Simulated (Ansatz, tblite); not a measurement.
# Ga12P12 zinc blende off sphere (Ga12P12H32): a ladder of methods and basis sets

The task here is to estimate one member of a computed series from the others.

Computed with Ansatz 0.2.0, Gaussian basis. Level: as each input shows.

Levels to be run: GFN1-xTB, GFN2-xTB, PBE-D4/def2-TZVP, r2SCAN-D4/def2-TZVP, PBE-D4/def2-SVP, PBE0-D4/def2-SVP.

1 further run of the same task is left out (set aside as unsound or not needed).

## The relaxed structure

The singlet was relaxed beforehand with PBE-D4/def2-SVP.

56 atoms, charge 0, spin multiplicity 1.

Bond lengths: Ga1–P14 2.454 Å, Ga1–P15 2.402 Å, Ga1–H25 1.580 Å, Ga1–H26 1.589 Å, Ga2–P13 2.432 Å, Ga2–P17 2.444 Å, Ga2–H27 1.575 Å, Ga2–H28 1.571 Å, Ga3–P16 2.433 Å, Ga3–P18 2.423 Å, Ga3–H29 1.576 Å, Ga3–H30 1.584 Å, Ga4–P14 2.371 Å, Ga4–P19 2.429 Å, Ga4–P20 2.371 Å, Ga4–H31 1.573 Å, Ga5–P16 2.378 Å, Ga5–P19 2.418 Å and more. Angles: P14–Ga1–P15 98.6°, P14–Ga1–H25 106.2°, P14–Ga1–H26 104.8°, P15–Ga1–H25 111.4°, P15–Ga1–H26 110.0°, H25–Ga1–H26 122.7°, P13–Ga2–P17 100.3°, P13–Ga2–H27 107.0°, P13–Ga2–H28 107.3°, P17–Ga2–H27 106.1°, P17–Ga2–H28 106.3°, H27–Ga2–H28 126.8°, P16–Ga3–P18 97.0°, P16–Ga3–H29 108.4°, P16–Ga3–H30 106.5°, P18–Ga3–H29 110.2°, P18–Ga3–H30 106.8°, H29–Ga3–H30 124.5° and more.

PBE0-D4/def2-TZVP was run before; its log isn't repeated, and its numbers join the tables.

The first run:

Tight binding, by tblite at 300 K electronic temperature and without a spin-polarisation term:

```python
tblite.interface.Calculator('GFN1-xTB', numbers, positions, charge=0, uhf=0).singlepoint()
```

Tight binding, by tblite at 300 K electronic temperature and without a spin-polarisation term:

```python
tblite.interface.Calculator('GFN2-xTB', numbers, positions, charge=0, uhf=0).singlepoint()
```

start.molden holds the orbitals of an earlier run on this state, given as this run's starting guess.

The input, in.yaml:

```yaml
crystal:
  periodic: [false, false, false]
  atoms:
    - {symbol: Ga, position_ang: [-4.426881, 1.523376, -0.364810]}
    - {symbol: Ga, position_ang: [-2.249013, -3.667863, 2.669747]}
    - {symbol: Ga, position_ang: [1.095213, -4.165262, -0.685280]}
    - {symbol: Ga, position_ang: [-1.749725, 1.751438, -3.404559]}
    - {symbol: Ga, position_ang: [1.288001, -1.282159, -3.507479]}
    - {symbol: Ga, position_ang: [-1.515984, -1.141516, -0.796041]}
    - {symbol: Ga, position_ang: [-1.408758, 1.400806, 2.287377]}
    - {symbol: Ga, position_ang: [1.254972, -1.254228, 1.763787]}
    - {symbol: Ga, position_ang: [1.141947, 1.518634, -0.793647]}
    - {symbol: Ga, position_ang: [-1.526539, 4.425636, -0.362999]}
    - {symbol: Ga, position_ang: [4.167146, -1.096623, -0.684789]}
    - {symbol: Ga, position_ang: [3.671052, 2.249118, 2.668660]}
    - {symbol: P, position_ang: [-2.901126, -2.425963, 0.682988]}
    - {symbol: P, position_ang: [-2.957494, 0.338121, -1.932608]}
    - {symbol: P, position_ang: [-2.750650, 2.747795, 0.844381]}
    - {symbol: P, position_ang: [-0.103255, -2.550296, -2.054709]}
    - {symbol: P, position_ang: [-0.155751, -2.535580, 3.225536]}
    - {symbol: P, position_ang: [2.588107, -2.588087, 0.389113]}
    - {symbol: P, position_ang: [-0.245042, 0.250030, -4.579711]}
    - {symbol: P, position_ang: [-0.338151, 2.959130, -1.930851]}
    - {symbol: P, position_ang: [2.553661, 0.107746, -2.051096]}
    - {symbol: P, position_ang: [-0.174531, 0.174767, 0.603228]}
    - {symbol: P, position_ang: [2.538018, 0.156200, 3.224664]}
    - {symbol: P, position_ang: [2.418368, 2.905510, 0.690329]}
    - {symbol: H, position_ang: [-5.322688, 2.483909, -1.242271]}
    - {symbol: H, position_ang: [-5.039666, 0.383340, 0.557252]}
    - {symbol: H, position_ang: [-3.267576, -3.284573, 3.808649]}
    - {symbol: H, position_ang: [-1.856266, -5.117060, 2.206455]}
    - {symbol: H, position_ang: [1.908712, -5.120229, -1.639957]}
    - {symbol: H, position_ang: [0.075870, -4.659045, 0.422161]}
    - {symbol: H, position_ang: [-2.585241, 2.587217, -4.443279]}
    - {symbol: H, position_ang: [2.113835, -2.105840, -4.563905]}
    - {symbol: H, position_ang: [-2.248630, 0.282099, 3.046599]}
    - {symbol: H, position_ang: [-0.294788, 2.236763, 3.057578]}
    - {symbol: H, position_ang: [-2.487457, 5.321098, -1.240437]}
    - {symbol: H, position_ang: [-0.388108, 5.039616, 0.560356]}
    - {symbol: H, position_ang: [5.118611, -1.910446, -1.642706]}
    - {symbol: H, position_ang: [4.664650, -0.080904, 0.424070]}
    - {symbol: H, position_ang: [5.117043, 1.856609, 2.195501]}
    - {symbol: H, position_ang: [3.295610, 3.265284, 3.812358]}
    - {symbol: H, position_ang: [-3.661317, -3.314261, -0.141489]}
    - {symbol: H, position_ang: [-3.937344, -1.493873, 1.009167]}
    - {symbol: H, position_ang: [-3.759074, -0.489591, -2.785067]}
    - {symbol: H, position_ang: [-3.548851, 3.545175, 1.730276]}
    - {symbol: H, position_ang: [-0.963211, -3.284249, -2.935470]}
    - {symbol: H, position_ang: [0.699319, -3.478158, 3.879096]}
    - {symbol: H, position_ang: [-0.410988, -1.678406, 4.340000]}
    - {symbol: H, position_ang: [3.354054, -3.354724, 1.328124]}
    - {symbol: H, position_ang: [-1.012712, -0.504784, -5.523821]}
    - {symbol: H, position_ang: [0.509495, 1.019721, -5.522385]}
    - {symbol: H, position_ang: [0.489356, 3.762218, -2.782089]}
    - {symbol: H, position_ang: [3.288780, 0.968551, -2.930035]}
    - {symbol: H, position_ang: [1.681070, 0.411610, 4.339274]}
    - {symbol: H, position_ang: [3.480479, -0.699130, 3.878071]}
    - {symbol: H, position_ang: [1.476732, 3.929825, 1.026636]}
    - {symbol: H, position_ang: [3.296735, 3.681516, -0.129926]}
basis:
  gaussian: {orbitals: def2-TZVP, fitting: {mean_field: def2-universal-jkfit}, initial_orbitals: start.molden}
hamiltonian: {xc: pbe, dispersion: d4}
scf: {omitted_lower_state_checks: [starts]}
output: {forces: true, orbitals: {seedname: orbitals}}
```

The run is started by

```sh
> ansatz run in.yaml --threads 11 --pin off --events-out ev --progress --plain --max-ram 110592MiB --backend cuda --devices 0, --max-vram 75GiB
```

Among the steps run: PBE-D4/def2-TZVP; r2SCAN-D4/def2-TZVP; PBE-D4/def2-SVP; PBE0-D4/def2-SVP.

One table of the session follows, with a row left open; its other results are not shown here.

It belongs to the step «Binding energy». 

```
              level  binding an atom (eV)
    PBE-D4/def2-SVP                 2.795
   PBE-D4/def2-TZVP                     ?
r2SCAN-D4/def2-TZVP                 2.800
   PBE0-D4/def2-SVP                 2.791
  PBE0-D4/def2-TZVP                 2.786
```

Estimate the missing values for PBE-D4/def2-TZVP.

The run gave: binding an atom (eV): 2.790. In the column «binding an atom (eV)» it lies between PBE0-D4/def2-TZVP (2.786) and PBE0-D4/def2-SVP (2.791).

To keep in mind: Free atoms were run apart at each level; binding is atoms less cluster, divided by the number of atoms, without zero-point or spin-orbit terms.
